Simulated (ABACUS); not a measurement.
Crystal: HPbNO4.

```xyz
14
Lattice="4.1204 0.0000 0.0000 -0.0026 6.4274 0.0000 -0.0036 -3.1558 7.7230" Properties=species:S:1:pos:R:3 pbc="T T T"
Pb    1.6221    5.4015    2.2609
Pb    3.6847   -2.1295    5.4628
O     3.7406   -0.6196    3.5241
O     2.2125    0.1221    6.2172
O     2.1985    2.1998    6.9042
O     3.4456    1.6315    5.1997
O     1.6776    3.8915    4.1994
O     0.1533    3.1489    1.5044
O     0.1403    1.0708    0.8189
O     1.3870    1.6408    2.5231
N     2.6083    1.3086    6.1220
N     0.5497    1.9628    1.6006
H     3.7209    0.2709    3.9502
H     1.6584    3.0011    3.7733
```

The cell was built by a generator and needn't be a form met in nature.

Base run:

| Property | Result |
| --- | --- |
| Program | ABACUS 3.10.1 |
| Functional | PBE |
| Potentials or basis | SG15 ONCV 1.2 PBE |
| Cutoff | 1361 eV |
| Density cutoff | 5442 eV |
| Basis | DZP LCAO (the cutoffs set its grid) |
| k mesh | 7 × 5 × 4 |
| Occupations | fermi-dirac, width 0.05 eV |
| Spin | no spin polarisation |

Its results: band gap on the k mesh 3.24 eV, indirect (least direct gap 3.32 eV); pressure 4.0 GPa; largest force 1.686 eV/Å.

**Question.** The run is repeated on the same cell with these changes: functional from PBE to SCAN. What comes out?

**Answer.** Band gap on the k mesh 3.68 eV, indirect (least direct gap 3.79 eV); pressure 0.5 GPa; largest force 1.391 eV/Å.

SCAN gives the wider gap, since meta-GGAs in the generalised Kohn-Sham scheme recover part of the derivative discontinuity.

Caveats: the atomic orbitals were generated for these runs and aren't a published set; spin-orbit coupling is left out, which as a rule narrows the gap of such compounds by several tenths of an eV; an odd mesh through Γ misses points on the zone boundary, where band edges often lie; the basis of atomic orbitals isn't converged, which shifts pressures, moduli and gaps; forces of over 1 eV/Å show positions far from the minimum, so gaps and moduli don't describe the material at rest (some runs); the potentials were made for another functional, which shifts forces and pressure (some runs).

Not every run made on this cell is shown here.
